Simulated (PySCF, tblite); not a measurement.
# C₃H₉FSi₂: geometry, infrared bands and NMR shifts

What infrared bands and NMR shifts should C₃H₉FSi₂ (`F/C([SiH3])=C\C[SiH3]`) show?

Programs: tblite 0.8.0 and PySCF 2.14.0, with density-fitted response routines of our own. Each step states its level of theory. These are calculated values for one molecule in the gas phase, unless marked as measured. Atoms are numbered from 0 throughout.

**1. The starting structure**

15 atoms, charge 0, multiplicity 1; geometry from: force field or distance geometry start.

Bonds of the start (Å): F0–C1 1.36, C1–Si2 1.85, C1–C3 1.31, C3–C4 1.49, C4–Si5 1.87, Si2–H6 1.48, Si2–H7 1.47, Si2–H8 1.48, C3–H9 1.12, C4–H10 1.12, C4–H11 1.11, Si5–H12 1.46, Si5–H13 1.47, Si5–H14 1.46.

**2. Optimising the geometry with GFN2-xTB**

The job: settings as JSON, then the geometry in Å.

```
{"job": {"kind": "relax", "xc": "GFN2-xTB", "basis": "xTB"}, "charge": 0, "multiplicity": 1}
F     -0.853600    -0.204800    -2.050000
C     -1.038100    -0.179400    -0.701700
Si    -2.741800     0.208300    -0.093900
C     -0.056900    -0.420900     0.137100
C      1.342300    -0.754100    -0.243200
Si     2.390000     0.601400     0.516800
H     -3.220300     1.496700    -0.639600
H     -3.682900    -0.833300    -0.519800
H     -2.760600     0.269100     1.389200
H     -0.297100    -0.391200     1.227500
H      1.628400    -1.733900     0.207200
H      1.460000    -0.782300    -1.351400
H      1.870700     1.870400     0.007800
H      3.782400     0.312800     0.130600
H      2.172900     0.549200     1.961600
```

The run is started by

```console
OMP_NUM_THREADS=1 python probes_run.py task.json out
```

This one command runs all jobs of the session in turn.

**Question.** This job is followed by: GFN2-xTB harmonic vibrations, gas phase; GIAO PBE0/pcSseg-1 NMR shielding, non-relativistic, gas phase. Predict these results of the whole session: strongest single infrared mode (GFN2-xTB); zero-point energy (GFN2-xTB); ¹³C shifts against TMS (PBE0/pcSseg-1); ¹H shifts against TMS (PBE0/pcSseg-1, means over atoms taken as alike); ¹⁹F shifts against CFCl3 (PBE0/pcSseg-1); ²⁹Si shifts against TMS (PBE0/pcSseg-1); surface potential, 1st and 99th percentile.

As calculated:

| quantity | value |
| --- | --- |
| strongest single infrared mode (GFN2-xTB) | 778 cm⁻¹, 623 km/mol |
| zero-point energy (GFN2-xTB) | 62.0 kcal/mol |
| ¹³C shifts against TMS (PBE0/pcSseg-1) | 168.1, 132.5, 10.5 ppm |
| ¹H shifts against TMS (PBE0/pcSseg-1, means over atoms taken as alike) | 5.64, 4.20, 3.88, 2.00 ppm |
| ¹⁹F shifts against CFCl3 (PBE0/pcSseg-1) | -113.1 ppm |
| ²⁹Si shifts against TMS (PBE0/pcSseg-1) | -71.2, -80.3 ppm |
| surface potential, 1st and 99th percentile | -0.84 V and 1.05 V |

Relaxing lowered the energy by 0.215 eV in 103 steps; the close pair that moved most is C4–Si5, from 1.874 to 1.915 Å. No mode is imaginary among the 39: a minimum at this level. The strongest single mode, at 778 cm⁻¹, is spread over several atoms, H13, H14, H8, H7 among them. GFN2-xTB is a fitted tight-binding method: band positions and strengths are rough. Its intensities can rank the bands wrongly. The most deshielded hydrogen is H9 (hydrogen on an alkene CH), at 5.64 ppm: attached to an sp2 carbon and in the plane of the double bond. At PBE0/pcSseg-1: Shielding is most anisotropic at F0 (span 270 ppm, paramagnetic term -193 ppm).
